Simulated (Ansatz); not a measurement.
# Tl2SnH4: the cost of one run

Program: Ansatz 0.2.0. Level of theory: DFT PBE, scalar-relativistic, plane waves, PAW. These are calculated values, not measurements.

### Step 1. The structure to begin with

It takes space group P-6m2 (No. 187, hexagonal). The conventional cell has a = 5.831 Å, b = 5.831 Å, c = 6.675 Å, α = 90.00°, β = 90.00°, γ = 120.00°. Tl (site symmetry 3m) has 2 H at 1.09 to 1.13 Å as nearest neighbours. Sn (site symmetry -6m2) is surrounded by 3 H at 3.37 Å and 6 Tl at 3.54 Å. Around H (site symmetry 3m) lie 1 H at 1.12 Å and 1 Tl at 1.13 Å. H (site symmetry -6m2) is surrounded by 2 H at 1.12 Å. H (site symmetry -6m2) is surrounded by 2 Tl at 1.09 Å.

As a file:

```cif
data_structure
_symmetry_space_group_name_H-M 'P 1'
_symmetry_Int_Tables_number 1
_cell_length_a 5.8314
_cell_length_b 5.8314
_cell_length_c 6.6749
_cell_angle_alpha 90.000
_cell_angle_beta 90.000
_cell_angle_gamma 120.000
_cell_volume 196.57
loop_
_atom_site_label
_atom_site_type_symbol
_atom_site_fract_x
_atom_site_fract_y
_atom_site_fract_z
_atom_site_occupancy
Tl1 Tl 0.00000 0.00000 0.83600 1
Tl2 Tl 0.00000 0.00000 0.16400 1
Sn1 Sn 0.33333 0.66667 0.00000 1
H1 H 0.00000 0.00000 0.33278 1
H2 H 0.00000 0.00000 0.66722 1
H3 H 0.00000 0.00000 0.50000 1
H4 H 0.00000 0.00000 0.00000 1
```

The cell is invented: random cell by space group and Wyckoff sites (P-6m2, No. 187). Lengths come from tabulated atomic sizes and are only a guess.

### Step 2. Probe: one point on a coarse mesh

The input, input.yaml:

```yaml
crystal:
  lattice:
    - [5.83137235, 0.0, 0.0]
    - [-2.91568618, 5.0501166, 0.0]
    - [0.0, 0.0, 6.67494473]
  atoms:
    - { symbol: Tl, position: [0.0, 0.0, 0.83600204] }
    - { symbol: Tl, position: [0.0, 0.0, 0.16399796] }
    - { symbol: Sn, position: [0.33333333, 0.66666667, 0.0] }
    - { symbol: H, position: [0.0, 0.0, 0.33277673] }
    - { symbol: H, position: [0.0, 0.0, 0.66722327] }
    - { symbol: H, position: [0.0, 0.0, 0.5] }
    - { symbol: H, position: [0.0, 0.0, 0.0] }
basis:
  ecutwfc: 420
kpoints:
  mp_grid: { grid: [3, 3, 4] }
hamiltonian:
  xc: pbe
scf:
  occupations: { method: gaussian, width: 0.1 }
  lower_state_search: "off"
output:
  forces: true
  stress: true
  eigenvalues: true
```

Run with:

```bash
$ ansatz run input.yaml --threads 1 --pin off --max-ram 2560MiB --backend cpu --events-out ev --progress --plain --runs-dir out
```

**Question.** How long does this run take on 1 thread of Arm Neoverse V2, shared host, and how much memory does it need?

About 5.6 s, with a peak of 0.37 GiB.
